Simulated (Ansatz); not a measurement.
# C3H10BClO: small, medium and large basis sets

One table from this session's results is given with a row withheld; the runs are named, their logs left out.

The runs use Ansatz 0.2.0, Gaussian basis; one geometry, several basis sets.

The runs, in order: PBE0-D4/def2-SVP; ωB97M-V/def2-SVP; PBE0-D4/def2-QZVPP; ωB97M-V/def2-QZVPP; the functionals' def2-TZVPP values are taken from earlier runs.

**The relaxed structure**

The geometry comes from an earlier relaxation with PBE0-D4 in a triple-zeta def2 set; it is a stationary point, not always the lowest conformer.

SMILES `C[OH+][B-](C)(C)Cl`, 16 atoms, charge 0, spin multiplicity 1.

Atoms are counted from 1 here; the program's logs count them from 0.

Bond lengths: C1–O2 1.435 Å, C1–H7 1.087 Å, C1–H8 1.089 Å, C1–H9 1.090 Å, O2–B3 1.694 Å, O2–H10 0.964 Å, B3–C4 1.589 Å, B3–C5 1.591 Å, B3–Cl6 1.853 Å, C4–H11 1.098 Å, C4–H12 1.093 Å, C4–H13 1.093 Å, C5–H14 1.094 Å, C5–H15 1.094 Å, C5–H16 1.097 Å. Angles: O2–C1–H7 105.7°, O2–C1–H8 108.6°, O2–C1–H9 110.8°, H7–C1–H8 110.3°, H7–C1–H9 110.2°, H8–C1–H9 111.1°, C1–O2–B3 119.9°, C1–O2–H10 111.0°, B3–O2–H10 107.6°, O2–B3–C4 101.7°, O2–B3–C5 107.0°, O2–B3–Cl6 101.4°, C4–B3–C5 118.1°, C4–B3–Cl6 113.5°, C5–B3–Cl6 112.7°, B3–C4–H11 112.7°, B3–C4–H12 112.8°, B3–C4–H13 109.3° and more.

Coordinates:

```xyz
16
C3H10BClO
C    -0.3472    2.0488   -0.4132
O    -0.3670    0.6853   -0.8589
B     0.5028   -0.4941   -0.0093
C     0.1087   -1.8171   -0.7974
C     0.0757   -0.3764    1.5193
Cl    2.2483    0.0517   -0.3084
H     0.7027    2.3062   -0.2985
H    -0.8073    2.6720   -1.1792
H    -0.8661    2.1525    0.5401
H    -1.2718    0.3670   -0.9541
H    -0.9579   -2.0626   -0.7077
H     0.3635   -1.7698   -1.8595
H     0.6525   -2.6658   -0.3739
H     0.3458    0.5759    1.9844
H     0.5924   -1.1545    2.0887
H    -0.9982   -0.5418    1.6718
```

The first run:

File in.yaml:

```yaml
crystal:
  periodic: [false, false, false]
  atoms:
    - {symbol: C, position_ang: [-0.347157, 2.048821, -0.413153]}
    - {symbol: O, position_ang: [-0.367039, 0.685314, -0.858923]}
    - {symbol: B, position_ang: [0.502761, -0.494103, -0.009337]}
    - {symbol: C, position_ang: [0.108746, -1.817051, -0.797388]}
    - {symbol: C, position_ang: [0.075734, -0.376396, 1.519262]}
    - {symbol: Cl, position_ang: [2.248344, 0.051712, -0.308374]}
    - {symbol: H, position_ang: [0.702727, 2.306181, -0.298464]}
    - {symbol: H, position_ang: [-0.807293, 2.672045, -1.179220]}
    - {symbol: H, position_ang: [-0.866121, 2.152505, 0.540089]}
    - {symbol: H, position_ang: [-1.271843, 0.366960, -0.954067]}
    - {symbol: H, position_ang: [-0.957910, -2.062630, -0.707693]}
    - {symbol: H, position_ang: [0.363519, -1.769812, -1.859514]}
    - {symbol: H, position_ang: [0.652521, -2.665842, -0.373876]}
    - {symbol: H, position_ang: [0.345785, 0.575875, 1.984354]}
    - {symbol: H, position_ang: [0.592449, -1.154480, 2.088665]}
    - {symbol: H, position_ang: [-0.998223, -0.541799, 1.671836]}
basis:
  gaussian: {orbitals: def2-SVP}
hamiltonian: {xc: pbe0, dispersion: d4}
output: {orbitals: {seedname: orbitals}}
```

Run with:

```
> ansatz run in.yaml --threads 4 --pin off --events-out ev --progress --plain --max-ram 11315MiB
```

Among the steps run: PBE0-D4 in def2-SVP; ωB97M-V in def2-SVP; PBE0-D4 in def2-QZVPP; ωB97M-V in def2-QZVPP.

One table of the session follows, with a row left open; its other results are not shown here.

It belongs to the step «Density functionals: the series». 

```
functional       basis  HOMO (eV)  LUMO (eV)
   PBE0-D4    def2-SVP      -7.11       0.58
   PBE0-D4  def2-TZVPP      -7.36       0.01
   PBE0-D4  def2-QZVPP      -7.40      -0.32
   ωB97M-V    def2-SVP          ?          ?
   ωB97M-V  def2-TZVPP      -9.66       1.47
   ωB97M-V  def2-QZVPP      -9.69       0.89
```

Q: Estimate the row for ωB97M-V, def2-SVP from the others.

**Answer.** HOMO (eV): -9.38; LUMO (eV): 2.26. In the column «HOMO (eV)» it lies between ωB97M-V, def2-TZVPP (-9.66) and PBE0-D4, def2-QZVPP (-7.40).
